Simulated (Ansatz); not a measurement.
What does this script print? It uses Ansatz's Python interface.

`bde_ch4f2geo.py`
```python
import ansatz as az
from ase import Atoms

config = {
    "basis_set": "cc-pVDZ",
    "functional": "hf",
}


def single_point(molecule, charge=0, unpaired=0):
    calc = molecule.calculation().basis(gaussian=config["basis_set"]).functional(config["functional"])
    if charge:
        calc = calc.charge(charge)
    if unpaired:
        calc = calc.spin("collinear", total=unpaired)
    report = calc.run().report
    if report["published_state_doubts"]:
        print("  doubts:", report["published_state_doubts"])
    return report["free_energy_ev"]

def without(molecule, index):
    rest = az.Crystal.molecule()
    for i, site in enumerate(molecule.cartesian_sites):
        if i != index:
            rest = rest.atom(site.symbol, site.position_ang)
    return rest

atoms = Atoms(["C", "O", "Ge", "F", "F", "H", "H", "H", "H"], positions=[
    (0.1031, -1.3859, -0.1024),
    (0.9464, -0.2736, -0.2668),
    (0.0219, 1.2494, 0.0884),
    (-1.0711, 1.5549, -1.1493),
    (1.1868, 2.5836, 0.1325),
    (-0.3148, -1.395, 0.9318),
    (0.6181, -2.2825, -0.338),
    (-0.7568, -1.2423, -0.8344),
    (-0.6452, 1.1452, 1.5211),
])
ch4f2geo = az.Crystal.molecule_from_ase(atoms)

whole = single_point(ch4f2geo, 0)
hydrogen = single_point(az.Crystal.molecule().atom("H", (0, 0, 0)), 0, 1)
print(f"E(molecule) = {whole:.5f} eV, E(H) = {hydrogen:.5f} eV")
for index in [7, 8]:
    radical = single_point(without(ch4f2geo, index), 0, 1)
    print(f"H{index}: homolysis {23.060548 * (radical + hydrogen - whole):.1f} kcal/mol")
```

Output of `python bde_ch4f2geo.py`:
```text
E(molecule) = -65017.54098 eV, E(H) = -13.58606 eV
H7: homolysis 80.5 kcal/mol
H8: homolysis 71.0 kcal/mol
```

What to keep in mind:
- Total energies depend on the basis set; only differences at equal settings carry meaning.
- The geometry is a force-field or estimated start, not a minimum of this method, and the basis set is short of its limit. All parts are taken at fixed geometry, without zero-point energy.
- Hartree-Fock leaves correlation out, so bond, atomisation and ionisation energies come out well too low.
- Run time: 8.3 s on 1 thread of Arm Neoverse V2, with other jobs on the host, peak memory 0.32 GiB.
